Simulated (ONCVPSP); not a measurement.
# Pseudopotential generation for Cu: ONCV, LDA (Perdew-Wang 92)

Aim: build the potential from the settings below, then test how well it stands in for the atom: other configurations, scattering, ghost states and the plane-wave cutoff that it needs.

Method: ONCVPSP 4.0.1.1 (patched build), LDA (Perdew-Wang 92), scalar-relativistic.

## 1. The design

The settings as typed:

* element: copper (Cu, Z = 29)
* type: optimised norm-conserving Vanderbilt (ONCV)
* frozen core: [Ne]
* valence charge: 19
* reference configuration: 3s2 3p6 3d10 4s1
* partial waves: 3s+4s: rc 0.95 bohr, ncon 3, nbas 7, qcut 15.5 1/bohr, 3 projectors, debl 2.2 Ha; 3p: rc 1.05 bohr, ncon 3, nbas 6, qcut 10.2 1/bohr, 3 projectors, debl 3.8 Ha; 3d: rc 1.25 bohr, ncon 3, nbas 7, qcut 14.1 1/bohr, 3 projectors, debl 3.1 Ha
* local potential: polynomial inside 0.65 bohr (lpopt 5, dvloc0 2 Ha)
* core correction: Teter function fitted to the true core (icmod 2), fcfact 0.45

The outer shells as boxes (Hund's rule for the drawing; the calculation is spin-unpolarised):

```
[Ne] core
3s [↑↓]
3p [↑↓][↑↓][↑↓]
3d [↑↓][↑↓][↑↓][↑↓][↑↓]
4s [↑ ]
```

## 2. Generating the potential

Cu.dat

```
# ATOM AND REFERENCE CONFIGURATION
# atsym  z   nc   nv     iexc    psfile
  Cu 29.00    3    4  -001012      upf
#
#   n    l    f
    1    0    2.00
    2    0    2.00
    2    1    6.00
    3    0    2.00
    3    1    6.00
    3    2   10.00
    4    0    1.00
#
# PSEUDOPOTENTIAL AND OPTIMIZATION
# lmax
    2
#
#   l,   rc,      ep,       ncon, nbas, qcut
    0    0.95    0.00    3    7   15.50
    1    1.05    0.00    3    6   10.20
    2    1.25    0.00    3    7   14.10
#
# LOCAL POTENTIAL
# lloc, lpopt,  rc(5),   dvloc0
    4    5    0.65    2.00
#
# VANDERBILT-KLEINMAN-BYLANDER PROJECTORs
# l, nproj, debl
    0    3    2.20
    1    3    3.80
    2    3    3.10
#
# MODEL CORE CHARGE
# icmod, fcfact, rcfact
    2    0.45    0.60
#
# LOG DERIVATIVE ANALYSIS
# epsh1, epsh2, depsh
   -6.00    5.00    0.04
#
# OUTPUT GRID
# rlmax, drl
    6.00    0.01
#
# TEST CONFIGURATIONS
# ncnf
    4
# nvcnf
#   n    l    f
    4
    3    0    2.00
    3    1    6.00
    3    2   10.00
    4    0    0.00
#
    4
    3    0    2.00
    3    1    6.00
    3    2    9.00
    4    0    0.00
#
    4
    3    0    2.00
    3    1    6.00
    3    2    8.00
    4    0    0.00
#
    4
    3    0    1.00
    3    1    6.00
    3    2   10.00
    4    0    1.00
#
```

Run with:

```
oncvpsp.x < Cu.dat > Cu.out
```

Before running it: what results should come out? Wanted: cutoffs for 1 and 0.1 mHa per electron, occupied waves; bound ghosts; GHOST(+) flags; largest test error; largest phase difference near zero energy, channels read; rms error of d²Exc/dn², without and with the model core.

**Answer**, as computed:

| quantity | value |
| --- | --- |
| cutoffs for 1 and 0.1 mHa per electron, occupied waves | 78 Ha and 92 Ha |
| bound ghosts | none found |
| GHOST(+) flags | s at 1071 eV |
| largest test error (AE − PS) | -46 meV, for 3s1 3p6 3d10 4s1 (1 test unsolved) |
| largest phase difference near zero energy, channels read | 0.000 rad |
| rms error of d²Exc/dn², without and with the model core | 2.26 and 1.03 mHa |

The worst unpolarised test, 3s1 3p6 3d10 4s1, is off by 46 meV on 121.7 eV; by total energies transferability rates as fair where solved. That test lies far up in energy; among those under 40 eV, nearer to bonding, the largest error is 3.1 meV. Of the tests 1 gave no usable energy difference, which is a warning in itself. By its cutoff, 78 Ha for the looser tolerance, it is very hard. No bound ghost shows below the valence levels. Near zero energy the phases of the channels with partial waves agree within 0.001 rad. The program also flags highly localised states, GHOST(+) (s). All of this concerns the isolated atom, not yet a solid.
